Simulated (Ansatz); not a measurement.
# Hf2SiOF2: the cost of one run

Program: Ansatz 0.2.0. Level of theory: DFT PBE, scalar-relativistic, plane waves, PAW. These are calculated values, not measurements.

1 further run of the same task is left out (set aside as unsound or not needed).

## 1. The starting structure

Symmetry: P4/mmm, No. 123, tetragonal system. The conventional cell has a = 4.333 Å, b = 4.333 Å, c = 4.531 Å, α = 90.00°, β = 90.00°, γ = 90.00°. Hf (site symmetry mmm) is surrounded by 2 O at 2.17 Å and 4 F at 2.41 Å. Around Si (site symmetry 4/mmm) lie 2 O at 2.27 Å. O (site symmetry 4/mmm) is surrounded by 4 Hf at 2.17 Å. F (site symmetry 4mm) has 2 F at 2.13 to 2.40 Å and 4 Hf at 2.41 Å as nearest neighbours.

Coordinates:

```cif
data_structure
_symmetry_space_group_name_H-M 'P 1'
_symmetry_Int_Tables_number 1
_cell_length_a 4.3329
_cell_length_b 4.3329
_cell_length_c 4.5314
_cell_angle_alpha 90.000
_cell_angle_beta 90.000
_cell_angle_gamma 90.000
_cell_volume 85.07
loop_
_atom_site_label
_atom_site_type_symbol
_atom_site_fract_x
_atom_site_fract_y
_atom_site_fract_z
_atom_site_occupancy
Hf1 Hf 0.00000 0.50000 0.50000 1
Hf2 Hf 0.50000 0.00000 0.50000 1
Si1 Si 0.00000 0.00000 0.00000 1
O1 O 0.00000 0.00000 0.50000 1
F1 F 0.50000 0.50000 0.73517 1
F2 F 0.50000 0.50000 0.26483 1
```

The cell was relaxed beforehand at this level, from a database cell with other species swapped in; it needn't be the stable form of this composition. At a tolerance of 0.05 Å it has space group P4/mmm (No. 123); it has 14.18 Å³/atom, an uncorrected energy of -1.41 eV/atom over the elements.

## 2. Bands, states and charges

Input file input.yaml:

```yaml
crystal:
  lattice:
    - [4.3329465728, 0.0, 0.0]
    - [0.0, 4.3329465728, 0.0]
    - [0.0, 0.0, 4.5314077424]
  atoms:
    - { symbol: Hf, position: [0.0, 0.5, 0.5] }
    - { symbol: Hf, position: [0.5, 0.0, 0.5] }
    - { symbol: Si, position: [0.0, 0.0, 0.0] }
    - { symbol: O, position: [0.0, 0.0, 0.5] }
    - { symbol: F, position: [0.5, 0.5, 0.7351700578] }
    - { symbol: F, position: [0.5, 0.5, 0.2648299422] }
basis:
  ecutwfc: 420
kpoints:
  mp_grid: { grid: [10, 10, 8] }
  band_path:
    path:
      - [[0.0, 0.0, 0.0], [0.0, 0.5, 0.0], [0.5, 0.5, 0.0], [0.0, 0.0, 0.0], [0.0, 0.0, 0.5], [0.0, 0.5, 0.5], [0.5, 0.5, 0.5], [0.0, 0.0, 0.5]]
      - [[0.0, 0.5, 0.0], [0.0, 0.5, 0.5]]
      - [[0.5, 0.5, 0.0], [0.5, 0.5, 0.5]]
    npoints: 14
hamiltonian:
  xc: pbe
scf:
  occupations: { method: gaussian, width: 0.1 }
  n_extra_bands: 15
output:
  forces: true
  stress: true
  eigenvalues: true
  populations: true
  dos: { projected: true, de: 0.02, nscf_kmesh: { grid: [12, 12, 10] } }
  bader: true
  write_density: true
  write_potential: true
  elf: true
  volumetric_format: npy
```

Command:

```bash
$ ansatz run input.yaml --threads 1 --pin off --max-ram 2560MiB --backend cpu --events-out ev --progress --plain --runs-dir out
```

What time and memory should one allow on 1 thread of Intel Xeon at 2.50GHz (Skylake/Cascade Lake), shared host?

About 4 min, with a peak of 0.76 GiB.
